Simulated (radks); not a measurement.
# Ba⁵⁵⁺ in 1s0.75 2s0.25: an all-electron calculation

An exercise on one series of results from a longer session: the logs are not shown, and one member is left open.

Method: scalar-relativistic Kohn-Sham, SOGGA, spin-polarised, spherical densities, finite nucleus; open shells are filled with parallel spins first. Code: radks (a radial shooting solver on a logarithmic mesh, Libxc functionals) version 1.

**The system**

| Quantity | Value |
| --- | --- |
| element | barium (Z = 56) |
| charge | +55 |
| electrons | 1 |
| configuration | 1s0.75 2s0.25 |
| nuclear rms radius | 4.8378 fm |

The first run:

Settings of this run:

```text
Z 56
configuration 1s0.75 2s0.25 2p0 3s0 3d0
relativity scalar-relativistic
functional sogga,pbe
spin polarised
nucleus finite rms 4.8378 fm
c 137.035999084
```

One of the session's tables, all rows but one given; the rest of the session is left out.

It belongs to the step «Radial structure». Radial density 4πr²ρ:

| r (bohr) | 4πr²ρ (e/bohr) |
| --- | --- |
| 0.000997 | 0.8392 |
| 0.00137 | 1.443 |
| 0.00189 | 2.442 |
| 0.00260 | 4.042 |
| 0.00358 | 6.491 |
| 0.00494 | 9.995 |
| 0.00680 | ? |
| 0.00936 | 19.49 |
| 0.0129 | 23.42 |
| 0.0178 | 24.15 |
| 0.0245 | 20.16 |
| 0.0337 | 12.73 |
| 0.0464 | 6.073 |
| 0.0639 | 3.338 |
| 0.0879 | 2.941 |
| 0.121 | 1.930 |
| 0.167 | 0.5885 |
| 0.230 | 0.06341 |

Q: Estimate the row for r (bohr) = 0.00680 from the others.

Worked estimate for «4πr²ρ (e/bohr)». A straight line through the neighbours (0.00494, 9.995) and (0.00936, 19.49) gives 9.995 + (19.49 − 9.995) × (0.00680 − 0.00494) / (0.00936 − 0.00494) = 13.99; a parabola fitted to 4 rows on both sides gives 14.62.

The run gave: 4πr²ρ (e/bohr): 14.53. In «4πr²ρ (e/bohr)» the line misses by -0.54 and the parabola by +0.09.
